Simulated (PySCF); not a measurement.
# C2H6BFN (SMILES NB[CH]CF): UTPSSh/cc-pVDZ

Aim: the vertical ionisation energy of C2H6BFN at UTPSSh/cc-pVDZ, from 2 runs. The job is set up through a Python script.

The results are computed with PySCF 2.14.0.

### 1 The system as given

The species is C2H6BFN (11 atoms), meant as a doublet with charge 0. As SMILES, `NB[CH]CF`. Geometry: relaxed at GFN2-xTB. This is one conformer, not always the lowest.

Bond lengths: N1–B2 1.399 Å, B2–C3 1.519 Å, C3–C4 1.476 Å, C4–F5 1.373 Å, N1–H6 1.005 Å, N1–H7 1.006 Å, B2–H8 1.170 Å, C3–H9 1.084 Å, C4–H10 1.103 Å, C4–H11 1.103 Å. Some angles: N1–B2–C3 118.1°, B2–C3–C4 126.8°, C3–C4–F5 113.7°, N1–B2–H8 118.9°, C3–B2–H8 122.9°, B2–N1–H6 123.7°, B2–N1–H7 123.2°, B2–C3–H9 121.8°, C4–C3–H9 111.5°, C3–C4–H10 111.6°.

### 2 A single-point energy at UTPSSh/cc-pVDZ

mol.xyz reads:

```xyz
11
C2H6BFN
N     -1.970380    -0.318980     0.723670
B     -0.732840    -0.634710     0.151520
C      0.290140     0.477700    -0.002220
C      1.641350     0.360680    -0.584460
F      1.938190    -0.898870    -1.044160
H     -2.704680    -0.989300     0.867430
H     -2.214550     0.606480     1.033650
H     -0.529550    -1.736470    -0.184960
H      0.087320     1.489080     0.330380
H      1.772270     1.037720    -1.445380
H      2.422720     0.606660     0.154530
```

job.py reads:

```python
# NB[CH]CF
from pyscf import gto, dft

mol = gto.Mole()
mol.atom = 'mol.xyz'
mol.verbose = 3
mol.charge = 0
mol.spin = 1
mol.max_memory = 1860
mol.basis = 'cc-pvdz'
mol.build()

calc0 = dft.UKS(mol, xc='tpssh')
calc0.grids.level = 3
calc0.conv_tol = 1e-10
calc0.kernel()
if not calc0.converged:
    calc0 = calc0.newton().run(calc0.mo_coeff, calc0.mo_occ)

e_final = calc0.e_tot
print('E(%s) = %.9f' % ('TPSSH', e_final))
```

On the command line:

```sh
$ OMP_NUM_THREADS=1 python job.py
```

The program printed:

```text
WARN: HOMO -0.223565642108759 >= LUMO -0.22356564210876

converged SCF energy = -259.279638056216  <S^2> = 0.75601808  2S+1 = 2.0060091
E(TPSSH) = -259.279638056
```

Wall time 48 s (1 thread of Arm Neoverse V2, shared host); peak memory 0.55 GiB.

### 3 The singlet cation at the same level

job.py reads:

```python
from pyscf import gto, dft

mol = gto.Mole()
mol.atom = '''
N     -1.970380    -0.318980     0.723670
B     -0.732840    -0.634710     0.151520
C      0.290140     0.477700    -0.002220
C      1.641350     0.360680    -0.584460
F      1.938190    -0.898870    -1.044160
H     -2.704680    -0.989300     0.867430
H     -2.214550     0.606480     1.033650
H     -0.529550    -1.736470    -0.184960
H      0.087320     1.489080     0.330380
H      1.772270     1.037720    -1.445380
H      2.422720     0.606660     0.154530
'''
mol.charge = 1
mol.max_memory = 1860
mol.verbose = 4
mol.basis = 'cc-pvdz'
mol.build()

myscf = dft.RKS(mol)
myscf.xc = 'tpssh'
myscf.grids.level = 3
myscf.conv_tol = 1e-10
myscf.kernel()
if not myscf.converged:
    myscf = myscf.newton().run(myscf.mo_coeff, myscf.mo_occ)

energy = myscf.e_tot
print('Final energy', energy)
```

On the command line:

```sh
$ OMP_NUM_THREADS=1 python job.py
```

The program printed:

```text
PySCF version 2.14.0

[INPUT] num. atoms = 11
[INPUT] num. electrons = 38
[INPUT] charge = 1
[INPUT] spin (= nelec alpha-beta = 2S) = 0
[INPUT] symmetry False subgroup None
[INPUT] Mole.unit = angstrom
[INPUT] Symbol           X                Y                Z      unit          X                Y                Z       unit  Magmom
[INPUT]  1 N     -1.970380000000  -0.318980000000   0.723670000000 AA   -3.723478561321  -0.602784839214   1.367538104564 Bohr   0.0
[INPUT]  2 B     -0.732840000000  -0.634710000000   0.151520000000 AA   -1.384866893126  -1.199428068523   0.286331302394 Bohr   0.0
[INPUT]  3 C      0.290140000000   0.477700000000  -0.002220000000 AA    0.548285137781   0.902722169705  -0.004195191997 Bohr   0.0
[INPUT]  4 C      1.641350000000   0.360680000000  -0.584460000000 AA    3.101701974555   0.681586418608  -1.104469330763 Bohr   0.0
[INPUT]  5 F      1.938190000000  -0.898870000000  -1.044160000000 AA    3.662648277371  -1.698618121588  -1.973176430226 Bohr   0.0
[INPUT]  6 H     -2.704680000000  -0.989300000000   0.867430000000 AA   -5.111104454589  -1.869506055032   1.639205132231 Bohr   0.0
[INPUT]  7 H     -2.214550000000   0.606480000000   1.033650000000 AA   -4.184892989156   1.146081100026   1.953315408657 Bohr   0.0
[INPUT]  8 H     -0.529550000000  -1.736470000000  -0.184960000000 AA   -1.000704469263  -3.281452723523  -0.349523744000 Bohr   0.0
[INPUT]  9 H      0.087320000000   1.489080000000   0.330380000000 AA    0.165010885197   2.813953377567   0.624327717034 Bohr   0.0
[INPUT] 10 H      1.772270000000   1.037720000000  -1.445380000000 AA    3.349104918783   1.961006593984  -2.731372345924 Bohr   0.0
[INPUT] 11 H      2.422720000000   0.606660000000   0.154530000000 AA    4.578277276506   1.146421250729   0.292019378029 Bohr   0.0

nuclear repulsion = 156.713127181397
number of shells = 43
number of NR pGTOs = 172
number of NR cGTOs = 100
basis = cc-pvdz
ecp = {}

******** <class 'pyscf.dft.rks.RKS'> ********
method = RKS
initial guess = minao
damping factor = 0
level_shift factor = 0
DIIS = <class 'pyscf.scf.diis.CDIIS'>
diis_start_cycle = 1
diis_space = 8
diis_damp = 0
SCF conv_tol = 1e-10
SCF conv_tol_grad = None
SCF max_cycles = 50
direct_scf = True
direct_scf_tol = 1e-13
XC library pyscf.dft.libxc version 7.0.0
    S. Lehtola, C. Steigemann, M. J.T. Oliveira, and M. A.L. Marques.,  SoftwareX 7, 1–5 (2018)
XC functionals = tpssh
radial grids:
    Treutler-Ahlrichs [JCP 102, 346 (1995); DOI:10.1063/1.469408] (M4) radial grids

becke partition: Becke, JCP 88, 2547 (1988); DOI:10.1063/1.454033
pruning grids: <function nwchem_prune>
grids dens level: 3
symmetrized grids: False
atomic radii adjust function: <function treutler_atomic_radii_adjust>
small_rho_cutoff = 0
Set gradient conv threshold to 1e-05
Initial guess from minao.
tot grids = 129296
init E= -259.603865823197
  HOMO = -0.356214334475004  LUMO = -0.223565642108758  gap/eV = 3.60955
cycle= 1 E= -258.908433754114  delta_E= 0.695  |g|= 0.583  |ddm|= 2.96
  HOMO = -0.427338644194957  LUMO = -0.407801203507024  gap/eV = 0.53164
cycle= 2 E= -257.724105974808  delta_E= 1.18  |g|= 2.31  |ddm|= 2.03
  HOMO = -0.475359642512208  LUMO = -0.381456602156835  gap/eV = 2.55523
cycle= 3 E= -258.94008488575  delta_E= -1.22  |g|= 0.366  |ddm|=  1.8
  HOMO = -0.513332105058426  LUMO = -0.3938759965932  gap/eV = 3.25057
cycle= 4 E= -258.959248792388  delta_E= -0.0192  |g|= 0.27  |ddm|= 0.514
  HOMO = -0.511916674623318  LUMO = -0.401370805776068  gap/eV = 3.00811
cycle= 5 E= -258.977674554312  delta_E= -0.0184  |g|= 0.0906  |ddm|= 0.252
  HOMO = -0.511453353521193  LUMO = -0.395569042993391  gap/eV = 3.15337
cycle= 6 E= -258.979863595593  delta_E= -0.00219  |g|= 0.0192  |ddm|= 0.0828
  HOMO = -0.511271930499807  LUMO = -0.396632823679397  gap/eV = 3.11949
cycle= 7 E= -258.979959975023  delta_E= -9.64e-05  |g|= 0.00485  |ddm|= 0.0182
  HOMO = -0.511356013433687  LUMO = -0.39618311319377  gap/eV = 3.13401
cycle= 8 E= -258.979966246429  delta_E= -6.27e-06  |g|= 0.000796  |ddm|= 0.00471
  HOMO = -0.51142726180792  LUMO = -0.396288236839603  gap/eV = 3.13309
cycle= 9 E= -258.979966400628  delta_E= -1.54e-07  |g|= 0.000217  |ddm|= 0.000748
  HOMO = -0.511410271736378  LUMO = -0.396263014032014  gap/eV = 3.13332
cycle= 10 E= -258.97996641306  delta_E= -1.24e-08  |g|= 5.71e-05  |ddm|= 0.00024
  HOMO = -0.511415080518357  LUMO = -0.396272323924061  gap/eV = 3.13319
cycle= 11 E= -258.979966413923  delta_E= -8.63e-10  |g|= 2.23e-05  |ddm|= 7.15e-05
  HOMO = -0.51141496004197  LUMO = -0.39627116424998  gap/eV = 3.13322
cycle= 12 E= -258.97996641401  delta_E= -8.74e-11  |g|= 4.92e-06  |ddm|= 1.8e-05
  HOMO = -0.511413897779035  LUMO = -0.396271573710441  gap/eV = 3.13318
Extra cycle  E= -258.97996641394  delta_E= 7.03e-11  |g|= 1.64e-05  |ddm|= 1.74e-05
converged SCF energy = -258.97996641394
Final energy -258.9799664139397
```

Wall time 23 s (1 thread of Arm Neoverse V2, shared host); peak memory 0.54 GiB.

### 4 Outcome

Level: UTPSSh/cc-pVDZ.

| quantity | value |
| --- | --- |
| doublet C2H6BFN: total energy | -259.27964 Eh |
| doublet C2H6BFN: dipole moment | 3.09 D |
| doublet C2H6BFN: HOMO energy (highest over α and β) | -5.38 eV |
| doublet C2H6BFN: LUMO energy (lowest over α and β) | -2.53 eV |
| doublet C2H6BFN: ⟨S²⟩ | 0.756 |
| singlet cation: total energy | -258.97997 Eh |
| singlet cation: HOMO energy | -13.92 eV |
| singlet cation: LUMO energy | -10.78 eV |
| singlet cation: HOMO–LUMO gap | 3.13 eV |
| vertical ionisation energy (to the singlet cation) | 8.154 eV |

In words: Removing an electron at fixed nuclei costs 8.15 eV (787 kJ/mol). Only the singlet of the ionised species was computed; a triplet could lie lower. Mulliken charges (doublet C2H6BFN) run from -0.24 on F5 to +0.25 on C4. Mulliken charges (singlet cation) run from -0.17 on F5 to +0.23 on C4; they depend strongly on the basis.
